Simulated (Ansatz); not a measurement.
# Al2Ga (doublet): from Hartree-Fock to the top rungs, cc-pVTZ

An exercise on one series of results from a longer session: the logs are not shown, and one member is left open.

Method: cc-pVTZ, core rule «outside noble gas», up to 24 orbitals frozen; program: Ansatz 0.2.0, Gaussian basis.

The runs, in order: UHF; CCSD(T) on ROHF; CCSD(T) on UHF; BCCD(T) on ROHF; CCSDT(Q) on ROHF; CCSDT(Q) on UHF; CASSCF and NEVPT2, 9 electrons in 12 orbitals.

5 further runs of the same task are left out: 5 set aside as unsound or not needed.

## The geometry

The geometry is a PBE0/def2-TZVP stationary point (not a proven minimum) of the parent state, kept for this charge and spin. No spin-orbit coupling is included. The filled d shell of Ga may be among the frozen orbitals whatever the setting's name suggests; the logs give the count.

3 atoms, charge 0, spin multiplicity 2.

Atoms are counted from 1 here; the program's logs count them from 0.

Bond lengths: Al1–Al2 2.581 Å, Al2–Ga3 2.573 Å. Angles: Al1–Al2–Ga3 70.0°.

Coordinates:

```xyz
3
Al2Ga
Al    0.0000   -1.0073    1.7779
Al    0.0000    1.4386    0.9534
Ga    0.0000   -0.1669   -1.0570
```

Set-up of the first run:

in.yaml

```yaml
crystal:
  periodic: [false, false, false]
  atoms:
    - {symbol: Al, position_ang: [0.000000, -1.007251, 1.777914]}
    - {symbol: Al, position_ang: [0.000000, 1.438625, 0.953445]}
    - {symbol: Ga, position_ang: [0.000000, -0.166934, -1.056986]}
basis:
  gaussian: {orbitals: cc-pVTZ}
magnetization: {spin_polarized: true, initial_magnetization: 1}
hamiltonian: {xc: hf}
output: {orbitals: {seedname: orbitals}}
```

The run is started by

```
ansatz run in.yaml --threads 1 --pin off --events-out ev --progress --plain --max-ram 4096MiB --backend cpu
```

Steps of the session up to this table: UHF; CCSD(T) on ROHF; CCSD(T) on UHF; BCCD(T) on ROHF; CCSDT(Q) on ROHF; CCSDT(Q) on UHF; CASSCF and NEVPT2, 9 electrons in 12 orbitals.

One table of the session follows, with a row left open; its other results are not shown here.

It belongs to the step «Misses and costs». 

| method | from RCCSDT(Q) (kcal/mol) |
| --- | --- |
| RMP2 | +28.36 |
| UMP2 | +32.56 |
| RCCSD | +15.21 |
| UCCSD | +14.92 |
| RCCSD(T) | +2.51 |
| UCCSD(T) | +2.67 |
| BCCD(T) | +2.46 |
| RCCSDT | +1.63 |
| UCCSDT | +1.52 |
| RCCSDT(Q) | 0 |
| UCCSDT(Q) | -0.18 |
| CASSCF valence | ? |
| NEVPT2 valence | +18.59 |

Estimate the missing values for CASSCF valence.

**Answer.** from RCCSDT(Q) (kcal/mol): +75.96. In the column «from RCCSDT(Q) (kcal/mol)» it is the highest.

Left out of the table: ROHF, UHF (another determinant or state than the rows shown).

Caveats from the session: The determinant is far from a pure spin state, so its energy mixes those of several spin states (harmless only where they are near-degenerate, as at dissociation). Warnings: spin contamination; coupled cluster took another determinant than the lowest. Restricted and unrestricted rows rest on different reference determinants; where their highest levels disagree by more than a few hundredths of an eV, they describe different states and don't form one ladder.
